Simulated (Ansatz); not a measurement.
Crystal: WAu.

```
W Au
1.0
     0.00000    2.74798    2.74798
     2.74798    0.00000    2.74798
     2.74798    2.74798    0.00000
W Au
1 1
Direct
  0.00000 0.00000 0.00000
  0.75000 0.75000 0.75000
```

The cell was built by a generator and needn't be a form met in nature.

* Program: Ansatz 0.2.0
* Task: relaxation of cell and atoms
* Functional: PBE
* Dispersion: D4
* Potentials or basis: Ansatz PAW
* Cutoff: 420 eV (not typed: the program's choice for these potentials)
* k mesh: 8 × 8 × 8
* Occupations: fermi-dirac, width 0.05 eV
* Spin: no spin polarisation

At the start: volume 20.75 Å³/atom.

Where does the relaxation end?

It ends after 4 steps and the volume is 23.96 Å³/atom (+15.5 %); space group F-43m (No. 216, to 0.05 Å).

The path:
| step | energy change (eV) | largest force (eV/Å) | volume (Å³) |
| --- | --- | --- | --- |
| 1 | 0.0000 | 0.0000 | 41.50 |
| 2 | -0.4885 | 0.0000 | 47.87 |
| 3 | -0.4885 | 0.0000 | 47.92 |
| 4 | -0.4908 | 0.0000 | 47.92 |

Final structure:
```
W Au
1.0
     0.00000    2.88281    2.88281
     2.88281    0.00000    2.88281
     2.88281    2.88281    0.00000
W Au
1 1
Direct
  0.00000 0.00000 0.00000
  0.75000 0.75000 0.75000
```

Caveat: the volume moved by over 15 % at a fixed basis, so the end points are rough; the plane-wave basis is chosen anew once the cell has moved, so the energies of steps on either side of that aren't comparable; pairwise dispersion overbinds metals, which lowers pressure and volume.
